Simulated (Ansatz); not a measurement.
# Sn12SO23: the cost of one run

Method: DFT, PBE, plane-wave PAW, default files, scalar-relativistic, as far as a step names no other, in Ansatz 0.2.0.

### Step 1. Starting point

Symmetry: Pmm2, No. 25, orthorhombic system. The conventional cell has a = 6.701 Å, b = 9.559 Å, c = 6.701 Å, α = 90.00°, β = 90.00°, γ = 90.00°. Around Sn (site symmetry mm2) lie 5 O at 2.05 to 2.06 Å and 1 S at 2.06 Å. Sn (site symmetry m) has 6 O at 2.05 to 2.06 Å as nearest neighbours. Sn (site symmetry mm2) is surrounded by 6 O at 2.05 to 2.06 Å. Around Sn (site symmetry m) lie 5 O at 2.05 to 2.06 Å and 1 S at 2.05 Å. Only part of the 20 independent sites is listed.

As a file:

```cif
data_structure
_symmetry_space_group_name_H-M 'Pmm2'
_symmetry_Int_Tables_number 25
_cell_length_a 6.7005
_cell_length_b 9.5595
_cell_length_c 6.7005
_cell_angle_alpha 90.000
_cell_angle_beta 90.000
_cell_angle_gamma 90.000
_cell_volume 429.20
loop_
_atom_site_label
_atom_site_type_symbol
_atom_site_symmetry_multiplicity
_atom_site_Wyckoff_symbol
_atom_site_fract_x
_atom_site_fract_y
_atom_site_fract_z
_atom_site_occupancy
Sn1 Sn 1 a 0.00000 0.00000 0.00000 1
Sn2 Sn 2 g 0.00000 0.33333 0.00000 1
Sn3 Sn 1 c 0.50000 0.00000 0.50000 1
Sn4 Sn 2 h 0.50000 0.33333 0.50000 1
Sn5 Sn 2 g 0.00000 0.16667 0.50000 1
Sn6 Sn 1 b 0.00000 0.50000 0.50000 1
Sn7 Sn 2 h 0.50000 0.16667 0.00000 1
Sn8 Sn 1 d 0.50000 0.50000 0.00000 1
S1 S 1 a 0.00000 0.00000 0.30710 1
O1 O 2 g 0.00000 0.33333 0.30710 1
O2 O 1 c 0.50000 0.00000 0.80710 1
O3 O 2 h 0.50000 0.33333 0.80710 1
O4 O 4 i 0.30710 0.16667 0.50000 1
O5 O 2 f 0.30710 0.50000 0.50000 1
O6 O 4 i 0.80710 0.16667 0.00000 1
O7 O 2 f 0.80710 0.50000 0.00000 1
O8 O 1 a 0.00000 0.00000 0.69290 1
O9 O 2 g 0.00000 0.33333 0.69290 1
O10 O 1 c 0.50000 0.00000 0.19290 1
O11 O 2 h 0.50000 0.33333 0.19290 1
```

Atom 13 of the input is the impurity.

### Step 2. First run, atoms as given

The input, input.yaml:

```yaml
crystal:
  lattice:
    - [4.738, 4.738, 0.0]
    - [-4.738, 4.738, 0.0]
    - [0.0, 0.0, 9.5595]
  atoms:
    - { symbol: Sn, position: [0.0, 0.0, 0.0] }
    - { symbol: Sn, position: [0.0, 0.0, 0.3333333333] }
    - { symbol: Sn, position: [0.0, 0.0, 0.6666666667] }
    - { symbol: Sn, position: [0.5, 0.5, 0.0] }
    - { symbol: Sn, position: [0.5, 0.5, 0.3333333333] }
    - { symbol: Sn, position: [0.5, 0.5, 0.6666666667] }
    - { symbol: Sn, position: [0.5, 0.0, 0.1666666667] }
    - { symbol: Sn, position: [0.5, 0.0, 0.5] }
    - { symbol: Sn, position: [0.5, 0.0, 0.8333333333] }
    - { symbol: Sn, position: [0.0, 0.5, 0.1666666667] }
    - { symbol: Sn, position: [0.0, 0.5, 0.5] }
    - { symbol: Sn, position: [0.0, 0.5, 0.8333333333] }
    - { symbol: S, position: [0.3071, 0.0, 0.0] }
    - { symbol: O, position: [0.3071, 0.0, 0.3333333333] }
    - { symbol: O, position: [0.3071, 0.0, 0.6666666667] }
    - { symbol: O, position: [0.8071, 0.5, 0.0] }
    - { symbol: O, position: [0.8071, 0.5, 0.3333333333] }
    - { symbol: O, position: [0.8071, 0.5, 0.6666666667] }
    - { symbol: O, position: [0.5, 0.3071, 0.1666666667] }
    - { symbol: O, position: [0.5, 0.3071, 0.5] }
    - { symbol: O, position: [0.5, 0.3071, 0.8333333333] }
    - { symbol: O, position: [0.0, 0.8071, 0.1666666667] }
    - { symbol: O, position: [0.0, 0.8071, 0.5] }
    - { symbol: O, position: [0.0, 0.8071, 0.8333333333] }
    - { symbol: O, position: [0.6929, 0.0, 0.0] }
    - { symbol: O, position: [0.6929, 0.0, 0.3333333333] }
    - { symbol: O, position: [0.6929, 0.0, 0.6666666667] }
    - { symbol: O, position: [0.1929, 0.5, 0.0] }
    - { symbol: O, position: [0.1929, 0.5, 0.3333333333] }
    - { symbol: O, position: [0.1929, 0.5, 0.6666666667] }
    - { symbol: O, position: [0.5, 0.6929, 0.1666666667] }
    - { symbol: O, position: [0.5, 0.6929, 0.5] }
    - { symbol: O, position: [0.5, 0.6929, 0.8333333333] }
    - { symbol: O, position: [0.0, 0.1929, 0.1666666667] }
    - { symbol: O, position: [0.0, 0.1929, 0.5] }
    - { symbol: O, position: [0.0, 0.1929, 0.8333333333] }
kpoints:
  mp_grid: { grid: [3, 3, 2] }
scf:
  occupations: { method: fermi_dirac, width: 0.01 }
hamiltonian:
  xc: pbe
  pseudopotentials: { kind: paw }
output:
  forces: true
  stress: true
  populations: true
  efg:
    quadrupole_moments_barn: { Sn: -0.132, S: -0.0694, O: -0.02558 }
    contact_densities: true
```

The run is started by

```
> ansatz run input.yaml --threads 1 --pin off --max-ram 3072MiB --backend cpu --events-out ev --progress --plain --runs-dir out
```

What time and memory should one allow on 1 thread of Arm Neoverse V1, shared host?

About 2.3 min, with a peak of 1 GiB.
